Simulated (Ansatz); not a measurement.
# WS (Pm-3m) in Ansatz: further runs

One crystal, WS, is run at these levels: PBEsol, PBEsol+D3(BJ), PBEsol+D3(BJ)-ATM, PBEsol+D4; tasks: relaxation of cell and atoms.

Everything below comes from runs of Ansatz 0.2.0. Logs are shortened: lines on timing, memory, paths and dates and some standing lists are left out, and cuts for length are marked.

## Step 1: The crystal as given

The structure is cubic, space group Pm-3m (No. 221). The conventional cell has a = 3.008 Å, b = 3.008 Å, c = 3.008 Å, α = 90.00°, β = 90.00°, γ = 90.00°. W (site symmetry m-3m) is surrounded by 8 S at 2.60 Å. S (site symmetry m-3m) is surrounded by 8 W at 2.60 Å.

The cell was built by a generator and needn't be a form met in nature.

## Step 2: Relaxation of cell and atoms, PBEsol

File input.yaml:

```yaml
crystal:
  lattice:
    - [3.00789, 0.0, 0.0]
    - [0.0, 3.00789, 0.0]
    - [0.0, 0.0, 3.00789]
  atoms:
    - { symbol: W, position: [0.5, 0.5, 0.5] }
    - { symbol: S, position: [0.0, 0.0, 0.0] }
hamiltonian:
  xc: pbesol
  pseudopotentials: { kind: paw }
kpoints:
  mp_grid: { grid: [9, 9, 9] }
scf:
  occupations: { method: fermi_dirac, width: 0.05 }
output:
  forces: true
  stress: true
  eigenvalues: true
relax:
  f_tol: 0.01
  max_steps: 40
  cell: { stress_tol: 0.05 }
```

Potentials or basis: Ansatz PAW.

On the command line:

```
ansatz run input.yaml --threads 2 --pin off --max-ram 5632MiB --backend cpu --events-out ev --progress --plain --runs-dir out
```

Standard output:

```text
Warning: RAYON_NUM_THREADS=2 ignored (pool sized by the plan → 2); use --threads N
Engine: ansatz 0.2.0, aarch64-unknown-linux-gnu
Pseudopotentials: kind: paw
Pseudopotential: W, paw, valence charge 14, recommended cutoff 420 eV (normal), W.paw.azcp
Pseudopotential: S, paw, valence charge 6, recommended cutoff 420 eV (normal), S.paw.azcp
Functional definition: PBEsol
  exchange = pbesol_x
  correlation = pbesol_c
Crystal: 2 atoms, lattice volume = 27.214 Å³
Basis set: ecut = 420 eV, 515 PW (Γ), exchange–correlation on 48×48×48 points (8 copies of the dense FFT grid, shifted against one another)
Bands: 14, of which v1, the nominal top of the filled ones, is band 10 counted from 1 (9 counted from 0)
Symmetry: 48 space group operations
Space group: Pm-3m (ITA 221), of the structure as read, at distance tolerance 3.0e-5 Å
k-points: 35 of 729
Non-local potential: W, projectors of the file, l = 0: 3, l = 1: 2, l = 2: 2, l = 3: 1
Non-local potential: S, projectors of the file, l = 0: 2, l = 1: 2, l = 2: 2
PAW form: soft (Blöchl's): semilocal exchange-correlation on the pseudo side does not see the compensation charge
PAW frozen core: W, regenerated for the run's functional, and the local potential with it (the file was generated under x = pbe(κ = 0.804, μ = 0.2195149727645171), c = pbe(β = 0.06672455060314922))
PAW frozen core: S, regenerated for the run's functional, and the local potential with it (the file was generated under x = pbe(κ = 0.804, μ = 0.2195149727645171), c = pbe(β = 0.06672455060314922))
PAW one-centre angular grid: W, 590 points (default); XC on 64 Gauss nodes
PAW one-centre angular grid: S, 110 points (default); XC on 64 Gauss nodes
Initial density: superposition of atomic densities (neutral atoms: chi_scale 0, normalization atom), corrected by the library's trained network
Initial wavefunctions: pseudopotential atomic-orbital guess
Functional: x = pbesol(κ = 0.804, μ = 0.12345679012345678), c = pbesol(β = 0.046)
SCF iter   1: F=—  HF=-11141.404904 eV  |F-HF|=—  |Δ(HF+E_count)|=         —  Δρ=6.27e-3  dr2=1.10e-2  ethr=1.77e-3  ⟨swp⟩=5.2  Hψ=2816  notcnv=0
preconditioner: auto → none  [metal: Δε(μ)=0.087 eV  Ē_g=9.371 eV  σ=0.050 eV  W_gap=0.40  n_scr=6 (ndim 8)  ℏωp=24.7 eV  f_vac=0.000  D(μ)=1.58/eV (n_scr^D=18)  sad-step TF]
SCF iter   2: F=—  HF=-11141.403919 eV  |F-HF|=—  |Δ(HF+E_count)|=   9.85e-4  Δρ=4.02e-3  dr2=5.17e-3  ethr=5.50e-5  ⟨swp⟩=1.0  Hψ=771  notcnv=0
SCF iter   3: F=—  HF=-11141.402779 eV  |F-HF|=—  |Δ(HF+E_count)|=   1.14e-3  Δρ=4.54e-4  dr2=2.19e-5  ethr=2.59e-5  ⟨swp⟩=2.0  Hψ=636  notcnv=0
SCF iter   4: F=—  HF=-11141.402784 eV  |F-HF|=—  |Δ(HF+E_count)|=   5.33e-6  Δρ=6.96e-5  dr2=1.19e-6  ethr=1.09e-7  ⟨swp⟩=2.1  Hψ=805  notcnv=0
iter 5 did not close the SCF: its close was put off for the readings that it lacked (scf_convergence_deferred on its scf_iter line)
SCF iter   5: F=-11141.402784 eV  HF=-11141.402784 eV  |F-HF|=8.92e-9  |Δ(HF+E_count)|=   1.28e-7  Δρ=1.17e-5  dr2=1.86e-8  ethr=5.94e-9  ⟨swp⟩=2.0  Hψ=798  notcnv=0
SCF iter   6: F=-11141.402784 eV  HF=-11141.402784 eV  |F-HF|=3.27e-10  |Δ(HF+E_count)|=   3.61e-9  Δρ=1.49e-6  dr2=1.56e-10  ethr=9.28e-11  ⟨swp⟩=2.3  Hψ=1583  notcnv=0
SCF 1 converged in 6 iterations: F = -11141.402784 eV  dr2 = 1.56e-10
relax step   1: F+E_penalty+E_count = -11141.40278381 eV  Δ(F+E_penalty+E_count) = +0.000e0 eV  max|allowed force component| = 4.996e-30 eV/Å  Δτ_max = 0.0000 Å  P = -7.627 GPa  Ω = 27.214 Å³  (6 SCF iters, dr2 threshold 1.00e-7 eV, accepted)
Crystal: 2 atoms, lattice volume = 25.917 Å³
Basis set: ecut = 420 eV, 485 PW (Γ), exchange–correlation on 48×48×48 points (8 copies of the dense FFT grid, shifted against one another)
Initial density: handed on by an earlier stage of this run
Initial wavefunctions: those handed on with the density
iter 1 solved again at ethr=5.54e-6 eV; its pass at ethr=3.10e-3 eV (dr2=1.11e-3 eV) is discarded
SCF iter   1: F=—  HF=-11141.415934 eV  |F-HF|=—  |Δ(HF+E_count)|=         —  Δρ=2.17e-3  dr2=1.28e-3  ethr=5.54e-6  ⟨swp⟩=1.8  Hψ=3099  notcnv=0
preconditioner: auto → none  [metal: Δε(μ)=0.048 eV  Ē_g=9.805 eV  σ=0.050 eV  W_gap=0.23  n_scr=6 (ndim 8)  ℏωp=25.3 eV  f_vac=0.000  D(μ)=1.70/eV (n_scr^D=18)]
SCF iter   2: F=—  HF=-11141.415734 eV  |F-HF|=—  |Δ(HF+E_count)|=   2.00e-4  Δρ=9.30e-4  dr2=1.86e-4  ethr=5.54e-6  ⟨swp⟩=1.9  Hψ=570  notcnv=0
SCF iter   3: F=—  HF=-11141.415702 eV  |F-HF|=—  |Δ(HF+E_count)|=   3.23e-5  Δρ=1.07e-4  dr2=1.87e-6  ethr=9.28e-7  ⟨swp⟩=1.9  Hψ=559  notcnv=0
iter 4 did not close the SCF: its close was put off for the readings that it lacked (scf_convergence_deferred on its scf_iter line)
[... 29 lines left out ...]
iter 5 did not close the SCF: its close was put off for the readings that it lacked (scf_convergence_deferred on its scf_iter line)
SCF iter   5: F=-11141.423059 eV  HF=-11141.423059 eV  |F-HF|=3.64e-12  |Δ(HF+E_count)|=    0.00e0  Δρ=3.74e-8  dr2=2.12e-13  ethr=1.00e-12  ⟨swp⟩=1.0  Hψ=491  notcnv=0
SCF iter   6: F=-11141.423059 eV  HF=-11141.423059 eV  |F-HF|=1.82e-12  |Δ(HF+E_count)|=  3.64e-12  Δρ=4.90e-9  dr2=1.01e-14  ethr=1.00e-12  ⟨swp⟩=1.0  Hψ=1120  notcnv=0
SCF 4 converged in 6 iterations: F = -11141.423059 eV  dr2 = 1.01e-14
relax step   4: F+E_penalty+E_count = -11141.42305934 eV  Δ(F+E_penalty+E_count) = -3.076e-5 eV  max|allowed force component| = 1.956e-30 eV/Å  Δτ_max = 0.0000 Å  P = -0.001 GPa  Ω = 26.395 Å³  energy of the carried Pulay correction = +2.263e-4 eV  (6 SCF iters, dr2 threshold 1.88e-7 eV, accepted)
Basis set: ecut = 420 eV, 485 PW (Γ), exchange–correlation on 40×40×40 points (8 copies of the dense FFT grid, shifted against one another)
Initial wavefunctions: pseudopotential atomic-orbital guess (no wavefunctions were taken with the density)
iter 1 solved again at ethr=7.00e-9 eV; its pass at ethr=3.10e-3 eV (dr2=1.40e-6 eV) is discarded
SCF iter   1: F=—  HF=-11141.422778 eV  |F-HF|=—  |Δ(HF+E_count)|=         —  Δρ=5.41e-5  dr2=1.07e-7  ethr=7.00e-9  ⟨swp⟩=3.5  Hψ=4285  notcnv=0
preconditioner: auto → none  [metal: Δε(μ)=0.062 eV  Ē_g=9.653 eV  σ=0.050 eV  W_gap=0.30  n_scr=6 (ndim 8)  ℏωp=25.0 eV  f_vac=0.000  D(μ)=1.64/eV (n_scr^D=18)]
SCF iter   2: F=—  HF=-11141.422843 eV  |F-HF|=—  |Δ(HF+E_count)|=   6.42e-5  Δρ=2.65e-5  dr2=2.33e-8  ethr=5.36e-10  ⟨swp⟩=2.0  Hψ=827  notcnv=0
SCF iter   3: F=—  HF=-11141.422843 eV  |F-HF|=—  |Δ(HF+E_count)|=   5.98e-9  Δρ=1.64e-6  dr2=2.77e-10  ethr=1.17e-10  ⟨swp⟩=2.0  Hψ=824  notcnv=0
iter 4 did not close the SCF: its close was put off for the readings that it lacked (scf_convergence_deferred on its scf_iter line)
SCF iter   4: F=-11141.422843 eV  HF=-11141.422843 eV  |F-HF|=3.64e-12  |Δ(HF+E_count)|=  3.27e-11  Δρ=3.88e-7  dr2=1.78e-11  ethr=1.39e-12  ⟨swp⟩=2.5  Hψ=802  notcnv=0
iter 5 did not close the SCF: its close was put off for the readings that it lacked (scf_convergence_deferred on its scf_iter line)
SCF iter   5: F=-11141.422843 eV  HF=-11141.422843 eV  |F-HF|=0.00e0  |Δ(HF+E_count)|=  1.82e-12  Δρ=1.85e-8  dr2=5.63e-14  ethr=1.00e-12  ⟨swp⟩=1.0  Hψ=490  notcnv=0
iter 6 did not close the SCF: its close was put off for the readings that it lacked (scf_convergence_deferred on its scf_iter line)
SCF iter   6: F=-11141.422843 eV  HF=-11141.422843 eV  |F-HF|=3.64e-12  |Δ(HF+E_count)|=  1.82e-12  Δρ=3.92e-9  dr2=1.42e-15  ethr=1.00e-12  ⟨swp⟩=1.0  Hψ=490  notcnv=0
iter 7 did not close the SCF: its close was put off for the readings that it lacked (scf_convergence_deferred on its scf_iter line)
SCF iter   7: F=-11141.422843 eV  HF=-11141.422843 eV  |F-HF|=5.46e-12  |Δ(HF+E_count)|=  7.28e-12  Δρ=1.77e-9  dr2=9.83e-16  ethr=1.00e-12  ⟨swp⟩=1.0  Hψ=490  notcnv=0
SCF iter   8: F=-11141.422843 eV  HF=-11141.422843 eV  |F-HF|=1.82e-12  |Δ(HF+E_count)|=  3.64e-12  Δρ=2.43e-10  dr2=1.82e-17  ethr=1.00e-12  ⟨swp⟩=2.1  Hψ=1295  notcnv=0
SCF 5 converged in 8 iterations: F = -11141.422843 eV  dr2 = 1.82e-17
relax step   5: F+E_penalty+E_count = -11141.42284269 eV  Δ(F+E_penalty+E_count) = +2.167e-4 eV  max|allowed force component| = 1.956e-30 eV/Å  Δτ_max = 0.0000 Å  P = -0.005 GPa  Ω = 26.395 Å³  stress off target by 4.51e-3 GPa  SCF on the basis re-selected at this cell (its energy is not comparable with the rows above)  (8 SCF iters)
basis re-selected at this cell: Δ(F+E_penalty+E_count) = +2.167e-4 eV, ΔP = -0.003 GPa vs the last step (what re-selecting the basis moved, of the pressure what is left beyond the Pulay correction that the steps carried, after the strain that the cell walked since its last selection, with what the two solves' SCF thresholds leave and, on support functions, any second-order correction that the steps lacked; it is no measure of the basis error at this ecutwfc). The dense FFT grid was sized anew with the basis: this SCF ran on 20×20×20 points, the steps before it on 24×24×24, so part of this shift can come from that change (see relax.cell in the input reference). This SCF's stress stands 4.51e-3 GPa from its target on what of the cell is left free (relax.cell.stress_tol is 5.00e-2 GPa) and its largest allowed force component is 1.96e-30 eV/Å (relax.f_tol is 1.00e-2 eV/Å): within both
SCF converged after 8 iterations
Free energy (F): -11141.422843 eV
Harris-Foulkes:  -11141.422843 eV  (|F-HF|=1.82e-12)
Internal energy: -11141.409537 eV  (E = F + TS)
E sigma→0 (E₀):  -11141.416190 eV
Entropy (-TS):   -0.013306 eV (-6.653 meV/atom)
Fermi energy:    20.610937 eV
--- Per-component energies (eV) ---
  E_band       = -43.880334
  E_kinetic    = 566.110389
  E_local      = -695.490355  (includes V_loc(G=0)·N_el)
  E_nonlocal   = 32.197208
  E_hartree    = 258.376772
  E_xc         = -364.400693
  E_vxc        = -330.200126  (∫ρ·V_xc dr)
  E_paw        = -9020.959853  (= ΣΔE_a)
  E_vpaw       = -133.250942  (= ΣTr[D̂ρ^β])
  E_aug_tail   = -0.000052  (compensation charges beyond the density's cutoff)
  E_ewald      = -1917.526694
  E_core_change = 0.283741  (= ΣΔE_core)
  E_smearing   = -0.013306  (= −TS)
  E_closure    = 0.000000  (closes the sum)
  Σ components = -11141.422843   (vs F -11141.422843, Δ=0.00e0)
--- Forces (eV/Å), atoms counted from 1 ---
  atom   1  W     -0.00000000    -0.00000000     0.00000000
  atom   2  S     -0.00000000     0.00000000     0.00000000
  max |Σ_I F_I| component: 3.45e-30 eV/Å
--- Stress (GPa, compression-positive) ---
       -0.004507      -0.000000       0.000000
       -0.000000      -0.004507       0.000000
        0.000000       0.000000      -0.004507
  P = ⅓ Tr σ = -0.0045 GPa (-0.045 kbar)
--- Band table (eV; the first three rows and the last of 35) ---
  k-point 0: bands = ["-53.6445", "-17.7679", "-17.7679", "-17.7679", "2.7970", "15.8464", "15.8464", "17.8104", "17.8104", "17.8104", "21.8385", "21.8385", "21.8385", "23.3417"]
  k-point 1: bands = ["-53.6420", "-17.8249", "-17.7628", "-17.7628", "3.0058", "15.1040", "15.9744", "17.4968", "17.4968", "18.0529", "21.9136", "22.2193", "22.2193", "24.1768"]
  k-point 2: bands = ["-53.6356", "-17.9668", "-17.7497", "-17.7497", "3.5933", "13.3377", "16.3292", "16.8486", "16.8486", "19.2100", "22.1130", "23.1227", "23.1227", "25.5830"]
  k-point 34: bands = ["-53.5826", "-18.0920", "-18.0897", "-18.0897", "7.3669", "11.6539", "11.6539", "12.1302", "21.9802", "22.3226", "22.3226", "25.2275", "25.2275", "26.8991"]
--- Relaxed structure (4 steps of the walk, 4 accepted, 1 SCFs on fresh bases) ---
  F+E_penalty+E_count = -11141.42284269 eV   max|allowed force component| = 1.956e-30 eV/Å   (the final SCF, on the basis selected at the relaxed cell)
  cell:  # Å, volume = 26.3952 Å³
    - [2.977430724442992, -2.8888949165808534e-34, 5.135813185032629e-34]
    - [9.62964972193618e-35, 2.977430724442992, 6.419766481290786e-35]
    - [5.135813185032629e-34, 6.419766481290786e-35, 2.977430724442992]
  atoms:
    - { symbol: W, position: [0.5, 0.5, 0.5] }
    - { symbol: S, position: [-8.537235711799896e-35, -6.669715399848441e-36, 2.6678861599377993e-36] }
```

Run time: 3.2 s. Hardware: 2 threads of Arm Neoverse V1, shared host; peak memory 0.29 GiB.

What came out:

* Free energy: -11141.4228 eV
* Relaxed volume: 13.20 Å³/atom
* Relaxed cell: a = 2.977 Å, b = 2.977 Å, c = 2.977 Å, α = 90.00°, β = 90.00°, γ = 90.00°
* Space group after relaxing (to 0.05 Å): Pm-3m (No. 221)
* Energy gained by relaxing: 10.0 meV/atom
* Ionic steps: 5
* Pressure after relaxing: 0.0 GPa
* Band gap on the k mesh: none (metal or under the smearing width)

Step by step:
| step | energy change (eV) | largest force (eV/Å) | volume (Å³) |
| --- | --- | --- | --- |
| 1 | 0.0000 | 0.0000 | 27.21 |
| 2 | -0.0129 | 0.0000 | 25.92 |
| 3 | -0.0202 | 0.0000 | 26.42 |
| 4 | -0.0203 | 0.0000 | 26.40 |
| 5 | -0.0201 | 0.0000 | 26.40 |

Final structure:
```cif
data_structure
_symmetry_space_group_name_H-M 'P 1'
_symmetry_Int_Tables_number 1
_cell_length_a 2.9774
_cell_length_b 2.9774
_cell_length_c 2.9774
_cell_angle_alpha 90.000
_cell_angle_beta 90.000
_cell_angle_gamma 90.000
_cell_volume 26.40
loop_
_atom_site_label
_atom_site_type_symbol
_atom_site_fract_x
_atom_site_fract_y
_atom_site_fract_z
_atom_site_occupancy
W1 W 0.50000 0.50000 0.50000 1
S1 S 0.00000 0.00000 0.00000 1
```

Caveat: the plane-wave basis is chosen anew once the cell has moved, so the energies of steps on either side of that aren't comparable; the PAW data sets come from PBE, with cores solved anew for the run's functional, which leaves a small shift of forces and pressure. Spin-orbit coupling is left out, which matters for the levels of W.

## Step 3: Relaxation of cell and atoms, PBEsol+D3(BJ)

input.yaml, as its differences from that of step 2:

```diff
@@ -11,2 +11,3 @@
   pseudopotentials: { kind: paw }
+  dispersion: d3bj
 kpoints:
```

Potentials or basis: Ansatz PAW.

On the command line:

```
ansatz run input.yaml --threads 2 --pin off --max-ram 5632MiB --backend cpu --events-out ev --progress --plain --runs-dir out
```

It took 3.8 s on 2 threads of Arm Neoverse V1, shared host; peak memory 0.29 GiB.

Results (log left out):

* Free energy: -11142.6608 eV
* Relaxed volume: 12.84 Å³/atom
* Relaxed cell: a = 2.950 Å, b = 2.950 Å, c = 2.950 Å, α = 90.00°, β = 90.00°, γ = 90.00°
* Space group after relaxing (to 0.05 Å): Pm-3m (No. 221)
* Energy gained by relaxing: 37.5 meV/atom
* Ionic steps: 6
* Pressure after relaxing: 0.0 GPa
* Band gap on the k mesh: none (metal or under the smearing width)

The path:
| step | energy change (eV) | largest force (eV/Å) | volume (Å³) |
| --- | --- | --- | --- |
| 1 | 0.0000 | 0.0000 | 27.21 |
| 2 | -0.0436 | 0.0000 | 24.75 |
| 3 | -0.0750 | 0.0000 | 25.77 |
| 4 | -0.0754 | 0.0000 | 25.68 |
| 5 | -0.0754 | 0.0000 | 25.67 |
| 6 | -0.0750 | 0.0000 | 25.67 |

Final structure:
```
W S
1.0
     2.94992    0.00000    0.00000
     0.00000    2.94992    0.00000
     0.00000    0.00000    2.94992
W S
1 1
Direct
  0.50000 0.50000 0.50000
  0.00000 0.00000 0.00000
```

Levels at points of the mesh, in eV from the Fermi level:
```tsv
k point	band 8	band 9	band 10	band 11	band 12	band 13
(0.00, 0.00, 0.00)	-2.81	-2.81	-2.81	1.27	1.27	1.27
```

Caveat: the plane-wave basis is chosen anew once the cell has moved, so the energies of steps on either side of that aren't comparable; pairwise dispersion overbinds metals, which lowers pressure and volume; the PAW data sets come from PBE, with cores solved anew for the run's functional, which leaves a small shift of forces and pressure.

## Step 4: Relaxation of cell and atoms, PBEsol+D3(BJ)-ATM

input.yaml, as its differences from that of step 3:

```diff
@@ -11,3 +11,3 @@
   pseudopotentials: { kind: paw }
-  dispersion: d3bj
+  dispersion: d3bjatm
 kpoints:
```

On the command line:

```
ansatz run input.yaml --threads 2 --pin off --max-ram 5632MiB --backend cpu --events-out ev --progress --plain --runs-dir out
```

It took 4.7 s on 2 threads of Arm Neoverse V1, shared host; peak memory 0.29 GiB.

The run converged. Its results:

```
Free energy                            : -11142.5287 eV
Relaxed volume                         : 12.91 Å³/atom
Relaxed cell                           : a = 2.956 Å, b = 2.956 Å, c = 2.956 Å, α = 90.00°, β = 90.00°, γ = 90.00°
Space group after relaxing (to 0.05 Å) : Pm-3m (No. 221)
Energy gained by relaxing              : 30.5 meV/atom
Ionic steps                            : 6
Pressure after relaxing                : 0.0 GPa
Band gap on the k mesh                 : none (metal or under the smearing width)
```

Step by step:
```csv
step,energy change (eV),largest force (eV/Å),volume (Å³)
1,0.0000,0.0000,27.21
2,-0.0354,0.0000,24.97
3,-0.0611,0.0000,25.90
4,-0.0614,0.0000,25.82
5,-0.0614,0.0000,25.82
6,-0.0610,0.0000,25.82
```

Final structure:
```yaml
crystal:
  lattice:
    - [2.95559, 0.00000, 0.00000]
    - [0.00000, 2.95559, 0.00000]
    - [0.00000, 0.00000, 2.95559]
  atoms:
    - { symbol: W, position: [0.50000, 0.50000, 0.50000] }
    - { symbol: S, position: [0.00000, 0.00000, 0.00000] }
```

Levels at points of the mesh, in eV from the Fermi level:
```
           k point  band 6  band 7  band 8  band 9  band 10  band 11  band 12  band 13  band 14
(0.00, 0.00, 0.00)   -4.92   -4.92   -2.81   -2.81    -2.81     1.26     1.26     1.26     3.01
```

Caveat: the plane-wave basis is chosen anew once the cell has moved, so the energies of steps on either side of that aren't comparable; pairwise dispersion overbinds metals, which lowers pressure and volume; the PAW data sets come from PBE, with cores solved anew for the run's functional, which leaves a small shift of forces and pressure. Spin-orbit coupling is left out, which matters for the levels of W.

## Step 5: Relaxation of cell and atoms, PBEsol+D4

input.yaml, as its differences from that of step 4:

```diff
@@ -11,3 +11,3 @@
   pseudopotentials: { kind: paw }
-  dispersion: d3bjatm
+  dispersion: d4
 kpoints:
```

On the command line:

```
ansatz run input.yaml --threads 2 --pin off --max-ram 5632MiB --backend cpu --events-out ev --progress --plain --runs-dir out
```

It took 4 s on 2 threads of Arm Neoverse V1, shared host; peak memory 0.29 GiB.

It converged, with:

| Item | Value |
| --- | --- |
| Free energy | -11142.1801 eV |
| Relaxed volume | 13.00 Å³/atom |
| Relaxed cell | a = 2.963 Å, b = 2.963 Å, c = 2.963 Å, α = 90.00°, β = 90.00°, γ = 90.00° |
| Space group after relaxing (to 0.05 Å) | Pm-3m (No. 221) |
| Energy gained by relaxing | 22.8 meV/atom |
| Ionic steps | 5 |
| Pressure after relaxing | 0.0 GPa |
| Band gap on the k mesh | none (metal or under the smearing width) |

The path:
| step | energy change (eV) | largest force (eV/Å) | volume (Å³) |
| --- | --- | --- | --- |
| 1 | 0.0000 | 0.0000 | 27.21 |
| 2 | -0.0274 | 0.0000 | 25.27 |
| 3 | -0.0459 | 0.0000 | 26.06 |
| 4 | -0.0460 | 0.0000 | 26.00 |
| 5 | -0.0457 | 0.0000 | 26.00 |

Final structure:
```
CELL_PARAMETERS angstrom
2.96253 0.00000 0.00000
0.00000 2.96253 0.00000
0.00000 0.00000 2.96253
ATOMIC_POSITIONS crystal
W 0.50000 0.50000 0.50000
S 0.00000 0.00000 0.00000
```

Levels at points of the mesh, in eV from the Fermi level:
```tsv
k point	band 8	band 9	band 10	band 11	band 12	band 13
(0.00, 0.00, 0.00)	-2.81	-2.81	-2.81	1.25	1.25	1.25
```

Caveat: the plane-wave basis is chosen anew once the cell has moved, so the energies of steps on either side of that aren't comparable; pairwise dispersion overbinds metals, which lowers pressure and volume; the PAW data sets come from PBE, with cores solved anew for the run's functional, which leaves a small shift of forces and pressure. Spin-orbit coupling is left out, which matters for the levels of W.

## Step 6: Overview

```csv
level,gap on the mesh (eV),pressure (GPa),relaxed volume (Å³/atom)
PBEsol,none,0.0,13.20
PBEsol+D3(BJ),none,0.0,12.84
PBEsol+D3(BJ)-ATM,none,0.0,12.91
PBEsol+D4,none,0.0,13.00
```

Alike in all rows: task relaxation of cell and atoms; potentials or basis Ansatz PAW; no spin polarisation; cell relaxed; k mesh 9 × 9 × 9; cutoff (eV) 420; smearing fermi-dirac 0.05 eV.

Caveats: the plane-wave basis is chosen anew once the cell has moved, so the energies of steps on either side of that aren't comparable; the PAW data sets come from PBE, with cores solved anew for the run's functional, which leaves a small shift of forces and pressure; pairwise dispersion overbinds metals, which lowers pressure and volume (some runs).

Total energies depend on the potentials used, so only differences within one code and one set of settings carry meaning.
